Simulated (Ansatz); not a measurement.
Set up this calculation in Ansatz 0.2.0, as the native input.

* Task: band structure
* Functional: LDA
* Potentials or basis: Ansatz PAW
* Cutoff: 420 eV (not typed: the program's choice for these potentials)
* k mesh: 5 × 5 × 3
* Occupations: fermi-dirac, width 0.05 eV
* Spin: collinear spin, ferromagnetic start
* Starting moments: [1.0, 1.0, 1.0, 1.0, 1.0, 1.0, 1.0, 1.0, 0.0, 0.0, 0.0, 0.0] μB
* Path: [["G", "X", "S", "Y", "G", "Z", "U", "R", "T", "Z"], ["Y", "T"], ["U", "X"], ["S", "R"]]
* Points for each segment of the path: 10

Crystal: SiNi2.

```
CELL_PARAMETERS angstrom
4.99000 0.00000 0.00000
0.00000 3.72000 0.00000
0.00000 0.00000 7.03000
ATOMIC_POSITIONS crystal
Ni 0.32500 0.75000 0.93700
Ni 0.67500 0.25000 0.06300
Ni 0.17500 0.25000 0.43700
Ni 0.82500 0.75000 0.56300
Ni 0.45800 0.75000 0.29700
Ni 0.54200 0.25000 0.70300
Ni 0.04200 0.25000 0.79700
Ni 0.95800 0.75000 0.20300
Si 0.78600 0.75000 0.88600
Si 0.21400 0.25000 0.11400
Si 0.71400 0.25000 0.38600
Si 0.28600 0.75000 0.61400
```

The input as run:

input.yaml

```yaml
crystal:
  lattice:
    - [4.99, 0.0, 0.0]
    - [0.0, 3.72, 0.0]
    - [0.0, 0.0, 7.03]
  atoms:
    - { symbol: Ni, position: [0.325, 0.75, 0.937], spin: 1.0 }
    - { symbol: Ni, position: [0.675, 0.25, 0.063], spin: 1.0 }
    - { symbol: Ni, position: [0.175, 0.25, 0.437], spin: 1.0 }
    - { symbol: Ni, position: [0.825, 0.75, 0.563], spin: 1.0 }
    - { symbol: Ni, position: [0.458, 0.75, 0.297], spin: 1.0 }
    - { symbol: Ni, position: [0.542, 0.25, 0.703], spin: 1.0 }
    - { symbol: Ni, position: [0.042, 0.25, 0.797], spin: 1.0 }
    - { symbol: Ni, position: [0.958, 0.75, 0.203], spin: 1.0 }
    - { symbol: Si, position: [0.786, 0.75, 0.886] }
    - { symbol: Si, position: [0.214, 0.25, 0.114] }
    - { symbol: Si, position: [0.714, 0.25, 0.386] }
    - { symbol: Si, position: [0.286, 0.75, 0.614] }
hamiltonian:
  xc: lda
  pseudopotentials: { kind: paw }
magnetization:
  spin_polarized: true
kpoints:
  mp_grid: { grid: [5, 5, 3] }
  band_path:
    path:
      - [[0.0, 0.0, 0.0], [0.0, -0.5, 0.0], [-0.5, -0.5, 0.0], [-0.5, 0.0, 0.0], [0.0, 0.0, 0.0], [0.0, 0.0, -0.5], [0.0, -0.5, -0.5], [-0.5, -0.5, -0.5], [-0.5, 0.0, -0.5], [0.0, 0.0, -0.5]]
      - [[-0.5, 0.0, 0.0], [-0.5, 0.0, -0.5]]
      - [[0.0, -0.5, -0.5], [0.0, -0.5, 0.0]]
      - [[-0.5, -0.5, 0.0], [-0.5, -0.5, -0.5]]
    npoints: 10
scf:
  occupations: { method: fermi_dirac, width: 0.05 }
  n_extra_bands: 30
output:
  forces: true
  stress: true
  eigenvalues: true
  fatbands: true
  write_density: true
  write_potential: true
  elf: true
  volumetric_format: npy
```

Potentials or basis: Ansatz PAW.

Run with:

```bash
$ ansatz run input.yaml --threads 4 --pin off --max-ram 11264MiB --backend cpu --events-out ev --progress --plain --runs-dir out
```

It gave:

| Item | Value |
| --- | --- |
| Pressure | -10.6 GPa |
| Largest force | 0.334 eV/Å |
| Band gap on the k mesh | none (metal or under the smearing width) |
| Net moment | 0.00 μB per cell |
| Absolute moment | 0.00 μB per cell |

Caveat: the PAW data sets come from PBE, with cores solved anew for the run's functional, which leaves a small shift of forces and pressure; the starting moments weren't kept.

Run time: 83 s on 4 threads of Arm Neoverse V2, with other jobs on the host, peak memory 1.7 GiB.
